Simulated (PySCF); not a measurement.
# C7H11N: the cost of one run

Programs: PySCF 2.14.0, with density-fitted response routines of our own. Each step states its level of theory. These are calculated values for one molecule in the gas phase, unless marked as measured. Atoms are numbered from 0 throughout.

## (1) The starting structure

19 atoms, charge 0, multiplicity 1; geometry from: GFN2-xTB.

Bonds of the start (Å): C0–C1 1.49, C1–C2 1.37, C2–C3 1.41, C3–C4 1.37, C4–C5 1.49, C4–N6 1.37, N6–C7 1.43, N6–C1 1.37, C0–H8 1.09, C0–H9 1.09, C0–H10 1.09, C2–H11 1.07, C3–H12 1.07, C5–H13 1.09, C5–H14 1.09, C5–H15 1.09, C7–H16 1.09, C7–H17 1.10, C7–H18 1.09.

## (2) Optimising the geometry at PBE0-D3(BJ)/def2-SVP

What the job is given:

```
{"job": {"xc": "PBE0", "basis": "def2-SVP", "d3": "d3bj", "grid": 1, "kind": "geom"}, "charge": 0, "multiplicity": 1}
C      2.430650    -0.559490    -0.307400
C      1.138180     0.113090    -0.001780
C      0.902750     1.366860     0.497130
C     -0.492670     1.521960     0.609340
C     -1.071730     0.358720     0.175940
C     -2.511450    -0.010170     0.090040
N     -0.071560    -0.494150    -0.204280
C     -0.256670    -1.832980    -0.685400
H      3.249500     0.091720    -0.014870
H      2.527450    -0.770620    -1.374220
H      2.525000    -1.500520     0.236040
H      1.648220     2.093600     0.754170
H     -1.011450     2.389230     0.968060
H     -2.721850    -0.917320     0.657990
H     -2.819150    -0.176340    -0.944250
H     -3.111770     0.798780     0.496690
H     -1.203350    -1.906830    -1.222920
H     -0.260160    -2.552450     0.140380
H      0.549770    -2.101690    -1.363900
```

**Question.** How long does this first job take on 8 threads of Arm Neoverse V2, shared host?

About 47 s.
